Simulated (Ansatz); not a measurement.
# BH5SiZn: a ladder of functionals and wavefunction methods

One table from this session's results is given with a row withheld; the runs are named, their logs left out.

Method: functionals in def2-TZVPP, the program's frozen cores in correlated methods; program: Ansatz 0.2.0, Gaussian basis.

Plan: LDA (SPW92), PBE-D4, revPBE-D4, BLYP-D4, r2SCAN-D4, B97M-V, PBE0-D4, B3LYP-D4, r2SCANh-D4, r2SCAN0-D4, HSE06-D4, BHLYP-D4, CAM-B3LYP-D4, LC-ωPBE, ωB97X-V, ωB97M-V, B2PLYP, PBE-QIDH; CCSD(T)/def2-SVP; CCSD(T)/def2-TZVPP; MP2/def2-QZVPP; extrapolation to the limit; RPA on PBE.

## The relaxed structure

An earlier PBE0-D4 in a triple-zeta def2 set relaxation fixed the geometry.

SMILES `[BH2][Zn][SiH3]`, 8 atoms, charge 0, spin multiplicity 1.

Atoms are counted from 1 here; the program's logs count them from 0.

Bond lengths: B1–Zn2 2.090 Å, B1–H4 1.200 Å, B1–H5 1.200 Å, Zn2–Si3 2.396 Å, Si3–H6 1.494 Å, Si3–H7 1.494 Å, Si3–H8 1.494 Å. Angles: Zn2–B1–H4 122.6°, Zn2–B1–H5 122.6°, H4–B1–H5 114.8°, B1–Zn2–Si3 179.9°, Zn2–Si3–H6 112.4°, Zn2–Si3–H7 112.5°, Zn2–Si3–H8 112.5°, H6–Si3–H7 106.3°, H6–Si3–H8 106.3°, H7–Si3–H8 106.3°.

Set-up of the first run:

Input file in.yaml:

```yaml
crystal:
  periodic: [false, false, false]
  atoms:
    - {symbol: B, position_ang: [-1.373449, 1.326792, -1.692008]}
    - {symbol: Zn, position_ang: [-0.239381, 0.235492, -0.316112]}
    - {symbol: Si, position_ang: [1.056961, -1.014379, 1.263950]}
    - {symbol: H, position_ang: [-1.852058, 0.830447, -2.674181]}
    - {symbol: H, position_ang: [-1.597287, 2.498456, -1.560879]}
    - {symbol: H, position_ang: [0.572961, -0.834915, 2.665558]}
    - {symbol: H, position_ang: [1.027809, -2.483090, 0.994423]}
    - {symbol: H, position_ang: [2.496544, -0.615902, 1.263450]}
basis:
  gaussian: {orbitals: def2-TZVPP}
hamiltonian: {xc: lda}
output: {orbitals: {seedname: orbitals}}
```

The run is started by

```bash
$ ansatz run in.yaml --threads 2 --pin off --events-out ev --progress --plain --max-ram 4352MiB
```

Steps of the session up to this table: LDA; PBE-D4 (GGA); revPBE-D4 (GGA); BLYP-D4 (GGA); r2SCAN-D4 (meta-GGA); B97M-V (meta-GGA); PBE0-D4 (hybrid); B3LYP-D4 (hybrid); r2SCANh-D4 (hybrid); r2SCAN0-D4 (hybrid); HSE06-D4 (hybrid); BHLYP-D4 (hybrid); CAM-B3LYP-D4 (range-separated); LC-ωPBE (range-separated); ωB97X-V (range-separated); ωB97M-V (range-separated); B2PLYP (double hybrid); PBE-QIDH (double hybrid).

One of the session's tables, all rows but one given; the rest of the session is left out.

It belongs to the step «Orbital energies across the functionals». 

| functional | HOMO (eV) | LUMO (eV) | gap (eV) |
| --- | --- | --- | --- |
| LDA (SPW92) | -5.84 | -3.90 | 1.94 |
| PBE-D4 | -5.72 | -3.62 | 2.10 |
| revPBE-D4 | -5.67 | -3.50 | 2.17 |
| BLYP-D4 | -5.56 | -3.46 | 2.10 |
| r2SCAN-D4 | ? | ? | ? |
| B97M-V | -5.98 | -3.40 | 2.58 |
| PBE0-D4 | -6.70 | -2.63 | 4.06 |
| B3LYP-D4 | -6.50 | -2.85 | 3.65 |
| r2SCANh-D4 | -6.29 | -2.95 | 3.33 |
| r2SCAN0-D4 | -6.83 | -2.47 | 4.36 |
| HSE06-D4 | -6.31 | -3.01 | 3.29 |
| BHLYP-D4 | -7.56 | -1.67 | 5.89 |
| CAM-B3LYP-D4 | -7.92 | -1.58 | 6.34 |
| LC-ωPBE | -9.25 | -0.42 | 8.83 |
| ωB97X-V | -8.88 | -0.53 | 8.35 |
| ωB97M-V | -8.70 | -0.79 | 7.91 |

Estimate the missing values for r2SCAN-D4.

Worked estimate for «HOMO (eV)». Against the share of exact exchange, r2SCANh-D4 (0.1, -6.29), r2SCAN0-D4 (0.25, -6.83) give a slope of -3.60 per unit share; at 0 the line stands at -5.93.

As computed: HOMO (eV): -5.93; LUMO (eV): -3.29; gap (eV): 2.64. In «HOMO (eV)» the line misses by 0.00.
